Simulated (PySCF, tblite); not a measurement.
**C₄H₈F₂SSi: geometry, infrared bands and NMR shifts**

Wanted: the infrared bands and NMR shifts of C₄H₈F₂SSi (`C[C@@]1(F)C[Si@@H](F)CS1`), by calculation.

Computed with tblite 0.8.0 and PySCF 2.14.0, with density-fitted response routines of our own, on a single molecule in the gas phase. Atoms count from 0, in the outputs and in this text.

## 1. Starting geometry

16 atoms, charge 0, multiplicity 1; geometry from: force field or distance geometry start.

Bonds of the start (Å): C0–C1 1.51, C1–F2 1.40, C1–C3 1.51, C3–Si4 1.89, Si4–F5 1.68, Si4–C6 1.88, C6–S7 1.83, S7–C1 1.80, C0–H8 1.12, C0–H9 1.10, C0–H10 1.11, C3–H11 1.09, C3–H12 1.10, Si4–H13 1.46, C6–H14 1.10, C6–H15 1.11.

## 2. Geometry optimisation with GFN2-xTB

What the job is given:

```
{"job": {"kind": "relax", "xc": "GFN2-xTB", "basis": "xTB"}, "charge": 0, "multiplicity": 1}
C      2.310600    -0.248800    -0.225200
C      0.862400    -0.169700     0.203100
F      0.763600     0.023000     1.585500
C      0.085300     0.944500    -0.453600
Si    -1.588000     0.688600     0.383400
F     -2.778800     1.663800    -0.287800
C     -1.838900    -1.124100    -0.030300
S     -0.095200    -1.630300    -0.243300
H      2.766600    -1.101700     0.337700
H      2.416800    -0.366400    -1.314600
H      2.832100     0.661700     0.148300
H      0.496500     1.933300    -0.268000
H     -0.067000     0.702500    -1.514800
H     -1.426300     0.864700     1.824000
H     -2.412400    -1.173300    -0.965100
H     -2.334800    -1.659000     0.809400
```

Command:

```console
$ OMP_NUM_THREADS=1 python probes_run.py task.json out
```

One launch serves the whole session: the jobs run in the order shown.

**Question.** This job is followed by: GFN2-xTB harmonic vibrations, gas phase; GIAO PBE0/pcSseg-1 NMR shielding, non-relativistic, gas phase. Predict these results of the whole session: strongest single infrared mode (GFN2-xTB); zero-point energy (GFN2-xTB); 13C shifts against TMS (PBE0/pcSseg-1); 1H shifts against TMS (PBE0/pcSseg-1, means over atoms taken as alike); 19F shifts against CFCl3 (PBE0/pcSseg-1); 29Si shifts against TMS (PBE0/pcSseg-1); 33S shifts against CS2 (PBE0/pcSseg-1); surface potential, 1st and 99th percentile.

As calculated:

| quantity | value |
| --- | --- |
| strongest single infrared mode (GFN2-xTB) | 2394 cm⁻¹, 252 km/mol |
| zero-point energy (GFN2-xTB) | 70.8 kcal/mol |
| 13C shifts against TMS (PBE0/pcSseg-1) | 117.4, 35.5, 29.3, 19.1 ppm |
| 1H shifts against TMS (PBE0/pcSseg-1, means over atoms taken as alike) | 5.69, 2.60, 2.23, 1.86, 1.66, 1.34 ppm |
| 19F shifts against CFCl3 (PBE0/pcSseg-1) | -132.6, -199.3 ppm |
| 29Si shifts against TMS (PBE0/pcSseg-1) | 43.4 ppm |
| 33S shifts against CS2 (PBE0/pcSseg-1) | 109 ppm |
| surface potential, 1st and 99th percentile | -1.01 V and 1.30 V |

In words: Over 94 steps the energy fell by 0.574 eV; of the close pairs, Si4–F5 changed most, 1.679 to 1.615 Å. No mode is imaginary among the 42: a minimum at this level. The strongest single mode, at 2394 cm⁻¹, moves mainly H13. Unscaled tight-binding wavenumbers are off by several per cent, some by more. Its intensities can rank the bands wrongly. C1 (fully substituted sp3 carbon bonded to F and S) lies farthest downfield among carbon, at 117.4 ppm; pulled downfield by the heteroatom. At PBE0/pcSseg-1: Shielding is most anisotropic at S7 (span 493 ppm, paramagnetic term -663 ppm).
